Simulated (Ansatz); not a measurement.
I need a rigid scan of one bond length of CH₄ClGaSi, SMILES [Cl][Ga]1[CH2][SiH2]1. Use the Ansatz DFT code, driven from Python. Settings (for the species named): r2SCAN, def2-SVP basis, multiplicity 1.

Contents of `ch4clgasi.xyz`:
```text
8

Cl   -1.14230   -0.31080    2.28900
Ga    0.25550   -0.55450    1.36040
C     0.19080    0.76800    0.17910
Si    0.22910   -0.79450   -0.81560
H    -0.24000    1.58580   -0.39980
H     1.28120    1.03440    0.41090
H     0.71970   -0.54690   -2.15240
H    -1.20190   -1.23860   -0.92740
```

Script `ch4clgasi.py`:
```python
# -*- coding: utf-8 -*-
"""Potential curve of CH4ClGaSi along one bond."""

import ansatz as az
import numpy as np

molecule = az.Crystal.molecule_from_extxyz("ch4clgasi.xyz")

symbols = [site.symbol for site in molecule.cartesian_sites]
start = np.array([site.position_ang for site in molecule.cartesian_sites])
axis = (start[5] - start[2]) / np.linalg.norm(start[5] - start[2])
moving = [5]
lengths, energies = [0.97, 1.05, 1.15, 1.26, 1.43, 1.72, 2.06, 2.52], []
for length in lengths:
    xyz = start.copy()
    xyz[moving] += (length - np.linalg.norm(start[5] - start[2])) * axis
    point = az.Crystal.molecule()
    for symbol, place in zip(symbols, xyz):
        point = point.atom(symbol, place.tolist())
    calc = point.calculation()
    calc = calc.basis(gaussian="def2-SVP")
    calc = calc.functional("r2scan")
    calc = calc.scf(lower_state_search="off")
    data = calc.run().report
    energies.append(data["free_energy_ev"])
    print(f"r = {length:6.3f} A  E = {energies[-1]:.5f} eV  <S^2> = {abs(data['mean_field']['state']['spin_squared']):.3f}")

print("energy above the lowest point (eV):", [round(e - min(energies), 3) for e in energies])
```

Running `python ch4clgasi.py` prints:
```text
r =  0.970 A  E = -73857.99597 eV  <S^2> = 0.000
r =  1.050 A  E = -73858.35710 eV  <S^2> = 0.000
r =  1.150 A  E = -73858.42436 eV  <S^2> = 0.000
r =  1.260 A  E = -73858.21814 eV  <S^2> = 0.000
r =  1.430 A  E = -73857.64424 eV  <S^2> = 0.000
r =  1.720 A  E = -73856.53986 eV  <S^2> = 0.000
r =  2.060 A  E = -73855.45290 eV  <S^2> = 0.000
r =  2.520 A  E = -73854.42521 eV  <S^2> = 0.000
energy above the lowest point (eV): [0.428, 0.067, 0.0, 0.206, 0.78, 1.884, 2.971, 3.999]
```

Notes:
- These settings explore the input space; basis and method may be short of convergence.
- The rest of the molecule is held rigid at a force-field or estimated start geometry, and the basis set is modest; single-reference methods fail as a bond breaks.
- The orbitals are restricted, so S² is zero by construction.
- Toward dissociation an unrestricted state can lie under the restricted one, by tenths of an eV for polar bonds under a functional and by 1 to 2 eV or more for others.
- Timing: 24 s on 1 thread of AMD EPYC 7B13 (Zen 3), on a shared host, peak memory 0.22 GiB.
